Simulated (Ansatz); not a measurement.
# HgRu: the cost of one run

Program: Ansatz 0.2.0. Level of theory: DFT PBE, scalar-relativistic, plane waves, PAW. These are calculated values, not measurements.

## Step 1: The system as given

Symmetry: Fm-3m, No. 225, cubic system. The conventional cell has a = 5.445 Å, b = 5.445 Å, c = 5.445 Å, α = 90.00°, β = 90.00°, γ = 90.00°. Hg (site symmetry m-3m) has 6 Ru at 2.72 Å as nearest neighbours. Ru (site symmetry m-3m) has 6 Hg at 2.72 Å as nearest neighbours.

Structure file:

```
CELL_PARAMETERS angstrom
0.00000 2.72248 2.72248
2.72248 0.00000 2.72248
2.72248 2.72248 0.00000
ATOMIC_POSITIONS crystal
Hg 0.00000 0.00000 0.00000
Ru 0.50000 0.50000 0.50000
```

The cell is invented: species swapped into a database cell of SnTe (Fm-3m, No. 225), with Hg on the Sn sites and Ru on the Te sites. Lengths come from tabulated atomic sizes and are only a guess.

## Step 2: The guess as it stands, on a coarse mesh

File input.yaml:

```yaml
crystal:
  lattice:
    - [0.0, 2.72247884, 2.72247884]
    - [2.72247884, 0.0, 2.72247884]
    - [2.72247884, 2.72247884, 0.0]
  atoms:
    - { symbol: Hg, position: [0.0, 0.0, 0.0] }
    - { symbol: Ru, position: [0.5, 0.5, 0.5] }
basis:
  ecutwfc: 420
kpoints:
  mp_grid: { grid: [6, 6, 6] }
hamiltonian:
  xc: pbe
scf:
  occupations: { method: gaussian, width: 0.1 }
  lower_state_search: "off"
output:
  forces: true
  stress: true
  eigenvalues: true
```

Launch:

```sh
> ansatz run input.yaml --threads 1 --pin off --max-ram 2048MiB --backend cpu --events-out ev --progress --plain --runs-dir out
```

**Question.** How long does this run take on 1 thread of Intel Xeon Platinum 8375C at 2.90GHz (Ice Lake), shared host, and how much memory does it need?

About 1.1 s, with a peak of 0.35 GiB.
